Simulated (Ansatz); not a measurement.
**triplet HBr at 6 levels**

Wanted: a comparison of 6 runs (UHF/cc-pVTZ, U-revPBE/cc-pVTZ, UB3LYP/cc-pVTZ, USVWN5/cc-pVTZ, UBCCD(T)/cc-pVTZ, UCCSD/cc-pVTZ) of triplet HBr. 

The calculation is run with Ansatz 0.2.0.

30 further runs of the same task are left out: 30 set aside as unsound or not needed.

## 1. The molecule

HBr has 2 atoms, charge 0, and is taken as a triplet. SMILES of the parent species: `Br`. Geometry: relaxed at PBE0-D4/def2-TZVP. That shape belongs to the parent species and isn't relaxed for this state.

Bond lengths: Br1–H2 1.420 Å.

## 2. A single-point energy at UHF/cc-pVTZ (run 1)

input.yaml reads:

```yaml
crystal:
  periodic: [false, false, false]
  atoms:
    - {symbol: Br, position_ang: [-0.603220, 0.217960, -0.305050]}
    - {symbol: H, position_ang: [0.603220, -0.217960, 0.305050]}
basis:
  gaussian:
    orbitals: cc-pVTZ
magnetization:
  spin_polarized: true
  initial_magnetization: 2
hamiltonian:
  xc: hf
accuracy: high
output: {orbitals: {seedname: orbitals}}
```

Started as:

```sh
$ ansatz run input.yaml --threads 1 --pin off --max-ram 3480MiB --events-out events.jsonl --progress --plain --runs-dir runs
```

The log of the run:

```text
Warning: RAYON_NUM_THREADS=1 ignored (pool sized by the plan → 1); use --threads N
Functional definition: HF
  name "HF"
  exchange = exact_x
  correlation = 0
735 factors; integrals over basis functions are off by at most 4.3e-9 eV
mean field evaluation 1: about -70009.7189 eV, gradient 8.3e0 eV
mean field evaluation 2: about -70009.7489 eV, gradient 8.2e0 eV
mean field evaluation 4: about -70010.3346 eV, gradient 1.4e0 eV
mean field evaluation 8: about -70010.3573 eV, gradient 9.7e-4 eV
mean field evaluation 16: about -70010.2135 eV, gradient 3.9e0 eV
mean field -70010.35728205 eV, -2572.8331753906 hartree, gradient 7.4e-8 eV, S^2 2.013000; 0 other end points of the search recorded, 0 dependent functions left out
reference -70010.35728205 eV, -2572.8331753906 hartree; 19, 17 occupied and 38, 40 virtual orbitals, 735 factors
Total energy: -70010.35728205 eV, -2572.8331753906 hartree
```

Run time: 0.76 s. Hardware: 1 thread of Arm Neoverse V2, shared host; peak memory 0.11 GiB.

## 3. A single-point energy at U-revPBE/cc-pVTZ (run 2)

in.yaml reads:

```yaml
crystal:
  periodic: [false, false, false]
  atoms:
    - symbol: Br
      position_ang: [-0.603220, 0.217960, -0.305050]
    - symbol: H
      position_ang: [0.603220, -0.217960, 0.305050]
basis:
  gaussian:
    orbitals: cc-pVTZ
total_charge: 0
magnetization:
  spin_polarized: true
  initial_magnetization: 2
hamiltonian:
  xc: {name: revPBE}
accuracy: high
output: {orbitals: {seedname: orbitals}}
```

Started as:

```sh
$ ansatz run in.yaml --threads 1 --pin off --max-ram 3480MiB --events-out events.jsonl --progress --plain --runs-dir runs
```

The log of the run:

```text
Warning: RAYON_NUM_THREADS=1 ignored (pool sized by the plan → 1); use --threads N
Functional definition: revPBE
  name "revPBE"
  parameter kappa = 1.245
  parameter beta = 0.06672455060314922
  exchange = pbe_x(kappa = kappa, mu = beta*pi^2/3)
  correlation = pbe_c(beta = beta)
735 factors; integrals over basis functions are off by at most 4.3e-9 eV
mean field evaluation 1: about -70051.0698 eV, gradient 1.2e1 eV
mean field evaluation 2: about -70051.2305 eV, gradient 1.1e1 eV
mean field evaluation 4: about -70051.8335 eV, gradient 2.4e-1 eV
mean field evaluation 8: about -70051.8126 eV, gradient 3.7e-3 eV
mean field evaluation 16: about -70051.8125 eV, gradient 2.8e-6 eV
mean field evaluation 32: about -70051.8125 eV, gradient 1.3e-8 eV
mean field -70051.81252281 eV, -2574.3566273894 hartree, gradient 1.9e-8 eV, S^2 2.002993; 1 other end points of the search recorded, 0 dependent functions left out
reference -70051.81252537 eV, -2574.3566274833 hartree; 19, 17 occupied and 38, 40 virtual orbitals, 735 factors
Total energy: -70051.81252537 eV, -2574.3566274833 hartree
```

Run time: 3.6 s. Hardware: 1 thread of Arm Neoverse V2, shared host; peak memory 0.12 GiB.

Runs 3 to 5 aren't shown in full; the table further down has their settings and results.

## 4. A single-point energy at UCCSD/cc-pVTZ (run 6)

molecule.yaml reads:

```yaml
basis:
  gaussian:
    orbitals: cc-pVTZ
crystal:
  periodic: [false, false, false]
  atoms:
    - {symbol: Br, position_ang: [-0.603220, 0.217960, -0.305050]}
    - {symbol: H, position_ang: [0.603220, -0.217960, 0.305050]}
magnetization:
  spin_polarized: true
  initial_magnetization: 2
correlation:
  method: ccsd
  frozen_orbitals: {Br: 9, H: 0}
accuracy: high
scf:
  omitted_lower_state_checks: [cluster_reference, increment]
```

Started as:

```sh
$ ansatz run molecule.yaml --threads 1 --pin off --max-ram 3480MiB --events-out events.jsonl --progress --plain --runs-dir runs
```

The log of the run:

```text
Warning: RAYON_NUM_THREADS=1 ignored (pool sized by the plan → 1); use --threads N
Functional definition: HF
  name "HF"
  exchange = exact_x
  correlation = 0
these checks for a lower state are left out or cut short: cluster_reference, increment
735 factors; integrals over basis functions are off by at most 4.3e-9 eV
mean field evaluation 1: about -70009.7189 eV, gradient 8.3e0 eV
mean field evaluation 2: about -70009.7489 eV, gradient 8.2e0 eV
mean field evaluation 4: about -70010.3346 eV, gradient 1.4e0 eV
mean field evaluation 8: about -70010.3573 eV, gradient 9.7e-4 eV
mean field evaluation 16: about -70009.5040 eV, gradient 9.5e0 eV
mean field -70010.35728205 eV, -2572.8331753906 hartree, gradient 7.4e-8 eV, S^2 2.013000; 2 other end points of the search recorded, 0 dependent functions left out
9 core orbitals not correlated: weight in the atoms' cores, before any rotation towards them, 1.000 or more for the frozen orbitals, at most 0.000 for the correlated occupied ones
reference -70010.35728205 eV, -2572.8331753906 hartree; 10, 8 occupied and 38, 40 virtual orbitals, 735 factors
second order -5.83025284 eV of doubles, -0.00000000 eV of singles
cycle   1  -6.13112058 eV  change   -3.0e-1 eV  update   4.5e-2
cycle   2  -6.30056102 eV  change   -1.7e-1 eV  update   1.4e-2
cycle   3  -6.30518979 eV  change   -4.6e-3 eV  update   4.6e-3
cycle   4  -6.30537216 eV  change   -1.8e-4 eV  update   1.6e-3
cycle   5  -6.30510184 eV  change    2.7e-4 eV  update   5.1e-4
cycle   6  -6.30513066 eV  change   -2.9e-5 eV  update   1.3e-4
cycle   7  -6.30516708 eV  change   -3.6e-5 eV  update   4.0e-5
cycle   8  -6.30515581 eV  change    1.1e-5 eV  update   1.4e-5
cycle   9  -6.30515501 eV  change    8.0e-7 eV  update   5.1e-6
cycle  10  -6.30515572 eV  change   -7.1e-7 eV  update   1.6e-6
cycle  11  -6.30515555 eV  change    1.7e-7 eV  update   4.9e-7
cycle  12  -6.30515553 eV  change    2.1e-8 eV  update   1.3e-7
cycle  13  -6.30515548 eV  change    5.5e-8 eV  update   4.2e-8
cycle  14  -6.30515548 eV  change   -7.9e-9 eV  update   1.6e-8
cycle  15  -6.30515548 eV  change    5.4e-9 eV  update   1.0e-8
cycle  16  -6.30515539 eV  change    9.1e-8 eV  update   4.5e-8
cycle  17  -6.30515539 eV  change    1.5e-9 eV  update   1.2e-8
cycle  18  -6.30515538 eV  change    2.4e-9 eV  update   3.2e-9
cycle  19  -6.30515539 eV  change   -1.5e-9 eV  update   1.1e-9
Total energy: -70016.66243743 eV, -2573.0648855772 hartree
Checks for a lower state left out: cluster_reference, increment
```

Wall time 2.5 s (1 thread of Arm Neoverse V2, shared host); peak memory 0.19 GiB.

## 5. Overview of the runs

| run | level | frozen core orbitals | energy (Eh) | HOMO energy (eV) | ⟨S²⟩ | wall time |
| --- | --- | --- | --- | --- | --- | --- |
| 1 | UHF/cc-pVTZ | – | -2572.833175 | -5.39 | 2.013 | 0.76 s |
| 2 | U-revPBE/cc-pVTZ | – | -2574.356627 | -1.90 | 2.003 | 3.6 s |
| 3 | UB3LYP/cc-pVTZ | – | -2574.604637 | -2.68 | 2.003 | 3.6 s |
| 4 | USVWN5/cc-pVTZ | – | -2571.004252 | -1.92 | 2.001 | 3 s |
| 5 | UBCCD(T)/cc-pVTZ | 9 | -2573.072132 | – | 2.013 | 4.2 s |
| 6 | UCCSD/cc-pVTZ | 9 | -2573.064886 | – | 2.013 | 2.5 s |

## 6. Summary of results

| quantity | value |
| --- | --- |
| run 6: total energy | -2573.06489 Eh |
| run 6: correlation energy (9 core orbitals frozen) | -231.7 mEh |
| run 6: ⟨S²⟩ of the reference determinant | 2.013 |
| run 6: T1 diagnostic | 0.007 |

In words: Below the UHF energy at the same shape and in the same basis (cc-pVTZ): UBCCD(T) -239.0 mEh; UCCSD -231.7 mEh. Totals of different functionals can't be ranked against each other. All runs together took 18 s, the longest 4.2 s.
